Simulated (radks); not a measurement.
**Excited configurations of Sr**

One table from this session's results is given with a row withheld; the runs are named, their logs left out.

Program: radks (a radial shooting solver on a logarithmic mesh, Libxc functionals) version 1. Level of theory: scalar-relativistic Kohn-Sham, BLYP, spin-unpolarised, spherical densities, finite nucleus. These are calculated values, not measurements, unless marked.

1 further run of the same task is left out (it didn't finish).

## What is computed

```
element            : strontium (Z = 38)
charge             : 0
electrons          : 38
configuration      : [Kr] 5s2
nuclear rms radius : 4.224 fm
```

The outer shells:

Sr
```
[Kr] core
5s [↑↓]
```

Set-up of the first run:

Input:

```text
Z 38
configuration [Kr] 5s2
relativity scalar-relativistic
functional b88,lyp
spin unpolarised
nucleus finite rms 4.224 fm
c 137.035999084
```

Steps of the session up to this table: Ground configuration: [Kr] 5s2.

One table of the session follows, with a row left open; its other results are not shown here.

It belongs to the step «Ground configuration: [Kr] 5s2». Sizes of the orbitals, from the radial functions (bohr):

| level | <r> | outermost maximum (interpolated) | 90 % within | nodes |
| --- | --- | --- | --- | --- |
| 2s | 0.1725 | 0.145 | 0.267 | 1 |
| 2p | 0.1504 | 0.116 | 0.245 | 0 |
| 3s | 0.4923 | 0.436 | 0.730 | 2 |
| 3p | 0.4987 | 0.431 | 0.758 | 1 |
| 3d | 0.4985 | 0.376 | 0.808 | 0 |
| 4s | 1.356 | 1.19 | 1.99 | 3 |
| 4p | ? | ? | ? | ? |
| 5s | 4.309 | 3.62 | 6.43 | 4 |

Estimate the missing values for 4p.

The run gave: <r>: 1.570; outermost maximum (interpolated): 1.32; 90 % within: 2.36; nodes: 2. In the column «<r>» it lies between 4s (1.356) and 5s (4.309).

Caveats from the session: Spin polarisation and multiplet splitting are left out, so open shells lie too high by an amount that depends on their filling.
